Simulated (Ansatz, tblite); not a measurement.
# Ge(vinyl)Cl3 (C2H3Cl3Ge): a ladder of methods and basis sets

An exercise on one series of results from a longer session: the logs are not shown, and one member is left open.

The runs use Ansatz 0.2.0, Gaussian basis; as each input shows.

Plan: GFN1-xTB, GFN2-xTB, PBE-D4/def2-TZVP, r2SCAN-D4/def2-TZVP, B2PLYP/def2-TZVP, BLYP-D4/def2-TZVP, CAM-B3LYP-D4/def2-TZVP, PBE-D4/def2-SVP, PBE0-D4/def2-SVP, HF/6-31G, B3LYP-D4/6-31G, PBE0-D4/def2-TZVPD, PBE-D4/def2-TZVPD, B2PLYP/def2-TZVPD, CCSD(T)/def2-SVP, MP2/def2-TZVP, RPA/def2-TZVP.

2 further runs of the same task are left out: 2 set aside as unsound or not needed.

### The relaxed structure

The geometry is that of the singlet, from an earlier relaxation (PBE0-D4/def2-SVP).

9 atoms, charge 0, spin multiplicity 1.

Bond lengths: Ge1–C2 1.917 Å, Ge1–Cl7 2.145 Å, Ge1–Cl8 2.143 Å, Ge1–Cl9 2.143 Å, C2–C3 1.334 Å, C2–H4 1.096 Å, C3–H5 1.095 Å, C3–H6 1.095 Å. Angles: C2–Ge1–Cl7 110.3°, C2–Ge1–Cl8 111.7°, C2–Ge1–Cl9 111.7°, Cl7–Ge1–Cl8 108.1°, Cl7–Ge1–Cl9 108.0°, Cl8–Ge1–Cl9 106.9°, Ge1–C2–C3 121.7°, Ge1–C2–H4 116.7°, C3–C2–H4 121.5°, C2–C3–H5 121.8°, C2–C3–H6 121.2°, H5–C3–H6 117.0°.

PBE0-D4/def2-TZVP was run before; its log isn't repeated, and its numbers join the tables.

The first run:

Tight binding, by tblite at 300 K electronic temperature and without a spin-polarisation term:

```python
tblite.interface.Calculator('GFN1-xTB', numbers, positions, charge=0, uhf=0).singlepoint()
```

Tight binding, by tblite at 300 K electronic temperature and without a spin-polarisation term:

```python
tblite.interface.Calculator('GFN2-xTB', numbers, positions, charge=0, uhf=0).singlepoint()
```

start.molden holds the orbitals of an earlier run on this state, given as this run's starting guess.

in.yaml

```yaml
crystal:
  periodic: [false, false, false]
  atoms:
    - {symbol: Ge, position_ang: [-0.254546, 0.229110, -1.173557]}
    - {symbol: C, position_ang: [-0.419613, 0.066322, 0.729255]}
    - {symbol: C, position_ang: [0.583759, -0.383381, 1.484692]}
    - {symbol: H, position_ang: [-1.379867, 0.359716, 1.167623]}
    - {symbol: H, position_ang: [1.545652, -0.677551, 1.052064]}
    - {symbol: H, position_ang: [0.479137, -0.474418, 2.571000]}
    - {symbol: Cl, position_ang: [1.712961, -0.349230, -1.802529]}
    - {symbol: Cl, position_ang: [-0.598093, 2.240108, -1.828717]}
    - {symbol: Cl, position_ang: [-1.669408, -1.010687, -2.199821]}
basis:
  gaussian: {orbitals: def2-TZVP, initial_orbitals: start.molden}
hamiltonian: {xc: pbe, dispersion: d4}
scf: {omitted_lower_state_checks: [starts]}
output: {forces: true, orbitals: {seedname: orbitals}}
```

Run with:

```bash
ansatz run in.yaml --threads 2 --pin off --events-out ev --progress --plain --max-ram 32768MiB --backend cpu
```

Among the steps run: PBE-D4/def2-TZVP; r2SCAN-D4/def2-TZVP; B2PLYP/def2-TZVP; BLYP-D4/def2-TZVP; CAM-B3LYP-D4/def2-TZVP; PBE-D4/def2-SVP; PBE0-D4/def2-SVP; HF/6-31G; B3LYP-D4/6-31G; PBE0-D4/def2-TZVPD; PBE-D4/def2-TZVPD; B2PLYP/def2-TZVPD; CCSD(T)/def2-SVP; MP2/def2-TZVP; RPA/def2-TZVP.

One table of the session follows, with a row left open; its other results are not shown here.

It belongs to the step «Binding energy». 

| method | binding an atom (eV) |
| --- | --- |
| HF/6-31G | 2.426 |
| HF/def2-SVP | 2.755 |
| HF/def2-TZVP | 2.740 |
| PBE-D4/def2-SVP | ? |
| PBE-D4/def2-TZVP | 3.837 |
| PBE-D4/def2-TZVPD | 3.836 |
| BLYP-D4/def2-TZVP | 3.696 |
| r2SCAN-D4/def2-TZVP | 3.774 |
| B3LYP-D4/6-31G | 3.500 |
| PBE0-D4/def2-SVP | 3.789 |
| PBE0-D4/def2-TZVP | 3.773 |
| PBE0-D4/def2-TZVPD | 3.774 |
| CAM-B3LYP-D4/def2-TZVP | 3.710 |
| MP2/def2-SVP | 3.600 |
| MP2/def2-TZVP | 3.737 |
| CCSD/def2-SVP | 3.463 |
| CCSD(T)/def2-SVP | 3.517 |

Estimate the missing values for PBE-D4/def2-SVP.

**Answer.** binding an atom (eV): 3.858. In the column «binding an atom (eV)» it is the highest.

To keep in mind: Free atoms were run apart at each level; binding is atoms less cluster, divided by the number of atoms, without zero-point or spin-orbit terms.
